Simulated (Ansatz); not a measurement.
**C2H3Cl2Si (SMILES [H]/[C]=C/[SiH](Cl)Cl): U-wB97M-V/def2-SVP**

What is the energy change on altering one bond length of C2H3Cl2Si at U-wB97M-V/def2-SVP? 

The results are computed with Ansatz 0.2.0.

61 further runs of the same task are left out: 61 set aside as unsound or not needed.

## 1. Starting point

C2H3Cl2Si has 8 atoms, charge 0, and is taken as a doublet. As SMILES, `[H]/[C]=C/[SiH](Cl)Cl`. The shape is that of a PBE0-D4/def2-TZVP optimisation. This is one conformer, not always the lowest.

Bond lengths: C1–C2 1.302 Å, C2–Si3 1.849 Å, Si3–Cl4 2.046 Å, Si3–Cl5 2.046 Å, C1–H6 1.081 Å, C2–H7 1.096 Å, Si3–H8 1.473 Å. Angles: C1–C2–Si3 119.3°, C2–Si3–Cl4 109.6°, C2–Si3–Cl5 109.6°, Cl4–Si3–Cl5 108.1°, C1–C2–H7 121.6°, Si3–C2–H7 119.1°, C2–C1–H6 140.4°, C2–Si3–H8 111.7°, Cl4–Si3–H8 108.9°, Cl5–Si3–H8 108.9°.

## 2. A single-point energy at U-wB97M-V/def2-SVP

run.yaml

```yaml
basis:
  gaussian:
    orbitals: def2-SVP
crystal:
  periodic: [false, false, false]
  atoms:
    - symbol: C
      position_ang: [-0.467200, 1.549800, 0.659300]
    - symbol: C
      position_ang: [-0.193600, 0.279100, 0.737900]
    - symbol: Si
      position_ang: [0.301600, -0.635800, -0.791100]
    - symbol: Cl
      position_ang: [-1.013100, -2.166600, -1.130900]
    - symbol: Cl
      position_ang: [2.164100, -1.443500, -0.534600]
    - symbol: H
      position_ang: [-0.772500, 2.376400, 1.285600]
    - symbol: H
      position_ang: [-0.249600, -0.262100, 1.689000]
    - symbol: H
      position_ang: [0.322500, 0.245600, -1.971100]
magnetization:
  spin_polarized: true
  initial_magnetization: 1
hamiltonian:
  xc: {name: wB97M-V}
accuracy: high
output:
  orbitals: {seedname: orbitals}
```

Command:

```console
$ ansatz run run.yaml --threads 1 --pin off --max-ram 3480MiB --events-out events.jsonl --progress --plain --runs-dir runs
```

The log of the run:

```text
Warning: RAYON_NUM_THREADS=1 ignored (pool sized by the plan → 1); use --threads N
Functional definition: wB97M-V
  name "wB97M-V"
  parameter omega = 0.3/bohr
  parameter cx = 0.15
  parameter cx01 = 1.007
  parameter cx10 = 0.259
  parameter css00 = 0.443
  parameter css04 = -1.437
  parameter css10 = -4.535
  parameter css20 = -3.390
  parameter css43 = 4.278
  parameter cos00 = 1.000
  parameter cos10 = 1.358
  parameter cos20 = 2.924
  parameter cos21 = -8.812
  parameter cos60 = -1.390
  parameter cos61 = 9.142
  parameter b = 6.0
  parameter c = 0.01
  gx(w, u) = 1 - cx + cx01*u + cx10*w
  gss(w, u) = css00 + css04*u^4 + css10*w + css20*w^2 + css43*w^4*u^3
  gos(w, u) = cos00 + cos10*w + (cos20 + cos21*u)*w^2 + (cos60 + cos61*u)*w^6
  exchange = spin_sum(e_x_unif_sr(omega)*gx(b97_w, b97_u_x)) + cx*exact_x_sr(omega) + exact_x_lr(omega)
  correlation = spin_sum(e_c_pw_mod_same_spin*gss(b97_w, b97_u_same))
      + integral(e_c_pw_mod_opposite_spin*gos(b97_w_opposite, b97_u_opposite)) + vv10(b, c)
2058 factors; integrals over basis functions are off by at most 5.3e-9 eV
394 factors; integrals over basis functions are off by at most 2.2e-9 eV
mean field evaluation 1: about -35028.7800 eV, gradient 2.0e1 eV
mean field evaluation 2: about -35030.1686 eV, gradient 1.4e1 eV
mean field evaluation 4: about -35031.1406 eV, gradient 5.5e-1 eV
mean field evaluation 8: about -35031.2780 eV, gradient 9.0e-2 eV
mean field evaluation 16: about -35031.2785 eV, gradient 3.9e-4 eV
mean field -35031.27850288 eV, -1287.3757399274 hartree, gradient 7.5e-8 eV, S^2 0.762444; 0 other end points of the search recorded, 0 dependent functions left out
reference -35031.27850678 eV, -1287.3757400706 hartree; 32, 31 occupied and 65, 66 virtual orbitals, 2058 factors
Total energy: -35031.27850678 eV, -1287.3757400706 hartree
```

It took 2.5 min on 1 thread of Arm Neoverse V1, shared host; peak memory 1.2 GiB.

## 3. The distorted shape

job.yaml

```yaml
basis:
  gaussian: {orbitals: def2-SVP}
crystal:
  periodic: [false, false, false]
  atoms:
    - {symbol: C, position_ang: [-0.470334, 1.417614, 0.836268]}
    - {symbol: C, position_ang: [-0.196734, 0.146914, 0.914868]}
    - {symbol: Si, position_ang: [0.298466, -0.767986, -0.614132]}
    - {symbol: Cl, position_ang: [-1.016234, -2.298786, -0.953932]}
    - {symbol: Cl, position_ang: [2.160966, -1.575686, -0.357632]}
    - {symbol: H, position_ang: [-0.775634, 2.244214, 1.462568]}
    - {symbol: H, position_ang: [-0.252734, -0.394286, 1.865968]}
    - {symbol: H, position_ang: [0.322500, 0.245600, -1.971100]}
magnetization: {spin_polarized: true, initial_magnetization: 1}
hamiltonian: {xc: {name: wB97M-V}}
accuracy: high
output: {orbitals: {seedname: orbitals}}
```

Command:

```console
$ ansatz run job.yaml --threads 1 --pin off --max-ram 3480MiB --events-out events.jsonl --progress --plain --runs-dir runs
```

The log of the run:

```text
Warning: RAYON_NUM_THREADS=1 ignored (pool sized by the plan → 1); use --threads N
Functional definition: wB97M-V
  name "wB97M-V"
  parameter omega = 0.3/bohr
  parameter cx = 0.15
  parameter cx01 = 1.007
  parameter cx10 = 0.259
  parameter css00 = 0.443
  parameter css04 = -1.437
  parameter css10 = -4.535
  parameter css20 = -3.390
  parameter css43 = 4.278
  parameter cos00 = 1.000
  parameter cos10 = 1.358
  parameter cos20 = 2.924
  parameter cos21 = -8.812
  parameter cos60 = -1.390
  parameter cos61 = 9.142
  parameter b = 6.0
  parameter c = 0.01
  gx(w, u) = 1 - cx + cx01*u + cx10*w
  gss(w, u) = css00 + css04*u^4 + css10*w + css20*w^2 + css43*w^4*u^3
  gos(w, u) = cos00 + cos10*w + (cos20 + cos21*u)*w^2 + (cos60 + cos61*u)*w^6
  exchange = spin_sum(e_x_unif_sr(omega)*gx(b97_w, b97_u_x)) + cx*exact_x_sr(omega) + exact_x_lr(omega)
  correlation = spin_sum(e_c_pw_mod_same_spin*gss(b97_w, b97_u_same))
      + integral(e_c_pw_mod_opposite_spin*gos(b97_w_opposite, b97_u_opposite)) + vv10(b, c)
2045 factors; integrals over basis functions are off by at most 7.4e-9 eV
397 factors; integrals over basis functions are off by at most 2.4e-9 eV
mean field evaluation 1: about -35028.3897 eV, gradient 2.0e1 eV
mean field evaluation 2: about -35029.7902 eV, gradient 1.4e1 eV
mean field evaluation 4: about -35030.7975 eV, gradient 5.6e-1 eV
mean field evaluation 8: about -35030.9333 eV, gradient 1.2e-1 eV
mean field evaluation 16: about -35030.9342 eV, gradient 4.0e-4 eV
mean field evaluation 32: about -35030.9342 eV, gradient 3.6e-8 eV
mean field -35030.93419790 eV, -1287.3630869528 hartree, gradient 3.6e-8 eV, S^2 0.762550; 0 other end points of the search recorded, 0 dependent functions left out
reference -35030.93420186 eV, -1287.3630870984 hartree; 32, 31 occupied and 65, 66 virtual orbitals, 2045 factors
Total energy: -35030.93420186 eV, -1287.3630870984 hartree
```

It took 2.5 min on 1 thread of Arm Neoverse V1, shared host; peak memory 1.2 GiB.

## 4. What came out

Level: U-wB97M-V/def2-SVP.

| quantity | value |
| --- | --- |
| first shape: total energy | -1287.37574 Eh |
| first shape: HOMO energy (highest over α and β) | -9.09 eV |
| first shape: LUMO energy (lowest over α and β) | -0.21 eV |
| first shape: ⟨S²⟩ | 0.762 |
| distorted shape: total energy | -1287.36309 Eh |
| distorted shape: HOMO energy (highest over α and β) | -9.14 eV |
| distorted shape: LUMO energy (lowest over α and β) | -0.24 eV |
| distorted shape: ⟨S²⟩ | 0.763 |
| energy change with the Si3–H8 bond stretched from 1.473 to 1.694 Å | 0.344 eV |

What this shows: With the Si3–H8 bond stretched from 1.473 to 1.694 Å the energy rises by 0.34 eV (33.2 kJ/mol). The first shape isn't relaxed at this level, so the change isn't measured from a minimum.
